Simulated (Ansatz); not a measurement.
Crystal: Sr2SO.

```
Sr S O
1.0
     4.04324    0.00000    0.00000
     0.00000    4.04324    0.00000
     0.00000    0.00000    5.71800
Sr S O
2 1 1
Direct
  0.50000 0.50000 0.50000
  0.00000 0.00000 0.00000
  0.00000 0.00000 0.50000
  0.50000 0.50000 0.00000
```

The cell comes from a database or a generator and needn't be the stable form of this composition.

Base run:

| Quantity | Value |
| --- | --- |
| Program | Ansatz 0.2.0 |
| Functional | RPBE |
| Potentials or basis | Ansatz PAW |
| Cutoff | 420 eV |
| Density cutoff | 1680 eV |
| k mesh | 5 × 5 × 4 |
| Occupations | fermi-dirac, width 0.05 eV |
| Spin | no spin polarisation |

Its results: band gap on the k mesh 2.27 eV, direct; pressure 1.9 GPa.

Question: After a change of settings the same cell gave: band gap on the k mesh 2.14 eV, direct; pressure -2.7 GPa. Which change was it?
A. functional from RPBE to PBE; k mesh from 5 × 5 × 4 to 7 × 7 × 5
B. functional from RPBE to PBE
C. functional from RPBE to LDA
D. functional from RPBE to PBEsol

Answer: D.

PBEsol binds more tightly than RPBE, so the same cell stands under less pressure.

Caveats: the PAW data sets come from PBE, with cores solved anew for the run's functional, which leaves a small shift of forces and pressure; the potentials were made for another functional, which shifts forces and pressure (some runs).

Not every run made on this cell is shown here.
